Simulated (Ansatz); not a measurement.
**C3H9Cl2InOSi: basis-set convergence**

The task here is to estimate one member of a computed series from the others.

Method: one geometry, several basis sets; program: Ansatz 0.2.0, Gaussian basis.

Plan: PBE0-D4/def2-SVP; ωB97M-V/def2-SVP; PBE0-D4/def2-QZVPP; ωB97M-V/def2-QZVPP; the functionals' def2-TZVPP values are taken from earlier runs.

## Structure used throughout

All runs share one geometry, relaxed beforehand with PBE0-D4 in a triple-zeta def2 set. In takes the def2 core potential; no spin-orbit term is included.

SMILES `C[Si](C)(C)[O][In]([Cl])[Cl]`, 17 atoms, charge 0, spin multiplicity 1.

Atoms are counted from 1 here; the program's logs count them from 0.

Bond lengths: C1–Si2 1.864 Å, C1–H9 1.094 Å, C1–H10 1.093 Å, C1–H11 1.093 Å, Si2–C3 1.870 Å, Si2–C4 1.870 Å, Si2–O5 1.657 Å, C3–H12 1.094 Å, C3–H13 1.094 Å, C3–H14 1.093 Å, C4–H15 1.094 Å, C4–H16 1.093 Å, C4–H17 1.094 Å, O5–In6 1.944 Å, In6–Cl7 2.292 Å, In6–Cl8 2.307 Å. Angles: Si2–C1–H9 111.0°, Si2–C1–H10 110.9°, Si2–C1–H11 110.9°, H9–C1–H10 108.0°, H9–C1–H11 108.0°, H10–C1–H11 107.9°, C1–Si2–C3 110.9°, C1–Si2–C4 110.9°, C1–Si2–O5 106.5°, C3–Si2–C4 109.6°, C3–Si2–O5 109.5°, C4–Si2–O5 109.5°, Si2–C3–H12 111.3°, Si2–C3–H13 111.1°, Si2–C3–H14 111.1°, H12–C3–H13 107.4°, H12–C3–H14 108.2°, H13–C3–H14 107.7° and more.

Set-up of the first run:

The input, in.yaml:

```yaml
crystal:
  periodic: [false, false, false]
  atoms:
    - {symbol: C, position_ang: [-0.554739, -2.148384, -0.463823]}
    - {symbol: Si, position_ang: [-0.092690, -0.405043, 0.007088]}
    - {symbol: C, position_ang: [1.618936, -0.349840, 0.757436]}
    - {symbol: C, position_ang: [-1.329356, 0.308109, 1.214387]}
    - {symbol: O, position_ang: [-0.111729, 0.480952, -1.393008]}
    - {symbol: In, position_ang: [0.262940, 2.359036, -1.728408]}
    - {symbol: Cl, position_ang: [0.129105, 3.196721, -3.858051]}
    - {symbol: Cl, position_ang: [0.842933, 3.746061, 0.021039]}
    - {symbol: H, position_ang: [-0.564685, -2.801244, 0.413523]}
    - {symbol: H, position_ang: [-1.547573, -2.178600, -0.919288]}
    - {symbol: H, position_ang: [0.157751, -2.559284, -1.183267]}
    - {symbol: H, position_ang: [1.898624, 0.671604, 1.032870]}
    - {symbol: H, position_ang: [1.669959, -0.958192, 1.664963]}
    - {symbol: H, position_ang: [2.368249, -0.732139, 0.058881]}
    - {symbol: H, position_ang: [-1.066887, 1.333553, 1.491851]}
    - {symbol: H, position_ang: [-2.336317, 0.317126, 0.788334]}
    - {symbol: H, position_ang: [-1.363619, -0.280738, 2.135471]}
basis:
  gaussian: {orbitals: def2-SVP}
hamiltonian: {xc: pbe0, dispersion: d4}
output: {orbitals: {seedname: orbitals}}
```

Run with:

```sh
> ansatz run in.yaml --threads 4 --pin off --events-out ev --progress --plain --max-ram 66560MiB --backend cpu
```

Among the steps run: PBE0-D4 in def2-SVP; ωB97M-V in def2-SVP; PBE0-D4 in def2-QZVPP; ωB97M-V in def2-QZVPP.

One table of the session follows, with a row left open; its other results are not shown here.

It belongs to the step «Functionals by basis». 

| functional | basis | HOMO (eV) | LUMO (eV) |
| --- | --- | --- | --- |
| PBE0-D4 | def2-SVP | -8.10 | -2.38 |
| PBE0-D4 | def2-TZVPP | -8.18 | -2.49 |
| PBE0-D4 | def2-QZVPP | -8.19 | -2.52 |
| ωB97M-V | def2-SVP | -10.34 | -0.35 |
| ωB97M-V | def2-TZVPP | -10.45 | -0.56 |
| ωB97M-V | def2-QZVPP | ? | ? |

Q: Estimate the row for ωB97M-V, def2-QZVPP from the others.

**Answer.** HOMO (eV): -10.46; LUMO (eV): -0.68. In the column «HOMO (eV)» it is the lowest.
